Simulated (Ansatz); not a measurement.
The same calculation of H6SiSn, SMILES [SiH3][SnH3] as a Python script and as an input file (the Ansatz DFT code, driven from Python).

Script `h6sisn.py`:
```python
import ansatz as az
from ase import Atoms
import numpy as np

config = {
    "basis_set": "def2-SVP",
    "functional": "pbe0",
    "dispersion": "d4",
    "n_steps": 20,
    "temperature_k": 500,
}

atoms = Atoms(["Si", "Sn", "H", "H", "H", "H", "H", "H"], positions=[
    [-0.585, 0.0836, -1.1137],
    [0.5808, -0.1365, 1.0575],
    [-2.0915, 0.3799, -0.8778],
    [-0.4137, -1.091, -1.9213],
    [-0.0628, 1.2548, -1.8876],
    [0.4106, 1.3472, 1.9996],
    [2.3081, -0.4288, 0.7501],
    [-0.0544, -1.4662, 1.9374],
])
molecule = az.Crystal.molecule_from_ase(atoms)

calc = molecule.calculation()
calc = calc.basis(gaussian=config["basis_set"]).functional(config["functional"], dispersion=config["dispersion"])
calc = calc.scf(lower_state_search="light").md("nvt_langevin", timestep=0.5, steps=config["n_steps"], temperature=config["temperature_k"], initial_velocities="maxwell_boltzmann", seed=2, friction=0.02)
frames = []
done = calc.session().plan().execute(on_event=lambda e: frames.append(e["data"]) if e["event"] == "md_step" else None)
print("t (fs)   E_pot (eV)      E_kin (eV)   T (K)   d(0-1) (A)")
for f in frames[::1]:
    xyz = np.array(f["positions_ang"])
    print(f"{f['time_fs']:6.2f} {f['lagrangian_ev']:14.5f} {f['e_kin_ev']:10.5f} {f['temperature_k']:8.1f} {np.linalg.norm(xyz[0] - xyz[1]):9.4f}")
print("mean temperature", round(float(np.mean([f["temperature_k"] for f in frames])), 1), "K")
```

Output of `python h6sisn.py`:
```text
t (fs)   E_pot (eV)      E_kin (eV)   T (K)   d(0-1) (A)
  0.00   -13800.06307    0.45241    437.5    2.4742
  0.50   -13800.08471    0.46790    452.5    2.4742
  1.00   -13800.10299    0.51155    494.7    2.4745
  1.50   -13800.11630    0.52584    508.5    2.4747
  2.00   -13800.12051    0.54957    531.5    2.4746
  2.50   -13800.11246    0.54125    523.4    2.4745
  3.00   -13800.09053    0.46411    448.8    2.4745
  3.50   -13800.05714    0.44653    431.8    2.4748
  4.00   -13800.01729    0.39490    381.9    2.4753
  4.50   -13799.97545    0.36342    351.4    2.4760
  5.00   -13799.93725    0.28339    274.1    2.4768
  5.50   -13799.90832    0.28810    278.6    2.4777
  6.00   -13799.89032    0.24694    238.8    2.4786
  6.50   -13799.88575    0.23295    225.3    2.4794
  7.00   -13799.89758    0.24735    239.2    2.4802
  7.50   -13799.92299    0.27170    262.7    2.4811
  8.00   -13799.95222    0.31392    303.6    2.4820
  8.50   -13799.98124    0.35549    343.8    2.4829
  9.00   -13800.00798    0.38357    370.9    2.4839
  9.50   -13800.02833    0.40373    390.4    2.4851
 10.00   -13800.04140    0.42397    410.0    2.4867
mean temperature 376.2 K
```

`input.yaml`:
```yaml
crystal:
  periodic: [false, false, false]
  atoms:
    - { symbol: Si, position_ang: [-0.585, 0.0836, -1.1137] }
    - { symbol: Sn, position_ang: [0.5808, -0.1365, 1.0575] }
    - { symbol: H, position_ang: [-2.0915, 0.3799, -0.8778] }
    - { symbol: H, position_ang: [-0.4137, -1.091, -1.9213] }
    - { symbol: H, position_ang: [-0.0628, 1.2548, -1.8876] }
    - { symbol: H, position_ang: [0.4106, 1.3472, 1.9996] }
    - { symbol: H, position_ang: [2.3081, -0.4288, 0.7501] }
    - { symbol: H, position_ang: [-0.0544, -1.4662, 1.9374] }
basis:
  gaussian:
    orbitals: def2-SVP
hamiltonian:
  xc: pbe0
  dispersion: d4
scf:
  lower_state_search: light
md:
  timestep: 0.5
  n_steps: 20
  ensemble: nvt_langevin
  temperature: 500.0
  friction: 0.02
  initial_velocities: maxwell_boltzmann
  seed: 2
```

Reading the output:
- The settings weren't tested for convergence.
- The trajectory is only some femtoseconds long, so its temperature is not equilibrated; where the script doesn't relax first, it starts from a rough generated geometry.
- def2 sets replace the cores of elements past krypton by effective core potentials.
- The printed temperature counts all 3N degrees of freedom under Langevin dynamics, so the first row lies under the target.
- Wall time of the script: 38 s on 1 thread of AMD EPYC 9R14 (Zen 4), on a shared host, peak memory 0.23 GiB.

(Lines on the test bed's own set-up are left out of the output.)
